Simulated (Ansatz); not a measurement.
Task: a ladder of methods at one geometry of C₄H₅Br, SMILES BrC1=CCC1, with Ansatz 0.2.0 through its Python package. Give the script and its output. Use (for the species named): PBE, def2-SVP basis, multiplicity 1. The script varies functional: pbe, pbe0, r2scan0, hf, blyp.

```xyz
10

Br    2.8948   -0.1343    0.6159
C     1.0292   -0.1381    0.2131
C     0.0873   -1.1289   -0.0544
C    -0.9794   -0.0976   -0.2177
C    -0.0119    0.9203    0.0572
H     0.1167   -2.2112   -0.1183
H    -1.3712   -0.0678   -1.2584
H    -1.7647   -0.1862    0.5653
H     0.1963    1.5811   -0.8131
H    -0.1971    1.4628    1.0105
```

Script `c4h5br.py`:
```python
"""One geometry of C4H5Br, method by method."""

from pathlib import Path

import ansatz as az
import numpy as np

system = (
    az.Crystal.molecule()
    .atom("Br", (2.8948, -0.1343, 0.6159))
    .atom("C", (1.0292, -0.1381, 0.2131))
    .atom("C", (0.0873, -1.1289, -0.0544))
    .atom("C", (-0.9794, -0.0976, -0.2177))
    .atom("C", (-0.0119, 0.9203, 0.0572))
    .atom("H", (0.1167, -2.2112, -0.1183))
    .atom("H", (-1.3712, -0.0678, -1.2584))
    .atom("H", (-1.7647, -0.1862, 0.5653))
    .atom("H", (0.1963, 1.5811, -0.8131))
    .atom("H", (-0.1971, 1.4628, 1.0105))
)

model = (
    system.calculation()
    .basis(gaussian="def2-SVP")
    .accuracy("high")
)

print("functional    E (Ha)        dipole (D)   HOMO (eV)  LUMO (eV)")
for name in ["pbe", "pbe0", "r2scan0", "hf", "blyp"]:
    summary = model.functional(name).forces().orbitals().run(threads=1, runs_dir="runs").report
    lines = Path(summary["orbitals_path"]).read_text().splitlines()
    field_of = lambda key: [line.split("=")[1].strip() for line in lines if line.startswith(key)]
    orbitals = [(27.211386 * float(e), s, float(n)) for e, s, n in zip(field_of("Ene="), field_of("Spin="), field_of("Occup="))]
    homo = max(e for e, _, n in orbitals if n > 0.5)
    lumo = min(e for e, _, n in orbitals if n < 0.5)
    dipole = 4.803205 * np.linalg.norm(summary["charge_distribution"]["dipole_moment_e_ang"])
    print(f"{name:10s} {summary['free_energy_ev'] / 27.211386246:14.6f} {dipole:9.3f} {homo:11.3f} {lumo:10.3f}")
```

Output of `python c4h5br.py`:
```text
functional    E (Ha)        dipole (D)   HOMO (eV)  LUMO (eV)
pbe          -2728.501277     1.558      -5.673     -0.993
pbe0         -2728.609881     1.670      -6.823     -0.051
r2scan0      -2728.967708     1.773      -6.985      0.013
hf           -2726.286156     1.834      -9.206      3.898
blyp         -2729.031218     1.459      -5.454     -0.799
```

Reading the output:
- The settings weren't tested for convergence.
- The geometry is a force-field or estimated start, not a minimum of this method, and the basis set is short of its limit. A lower total doesn't mark the better method: functionals have no common bound, and MP2 and coupled cluster aren't variational.
- Levels such as HOMO and LUMO are orbital energies: with these approximate functionals they aren't the ionisation energy and electron affinity, and their gap isn't the fundamental gap.
- The whole script took 90 s on 1 thread of Arm Neoverse V2, on a shared host, peak memory 0.6 GiB.

(Lines on the test bed's own set-up are left out of the output.)
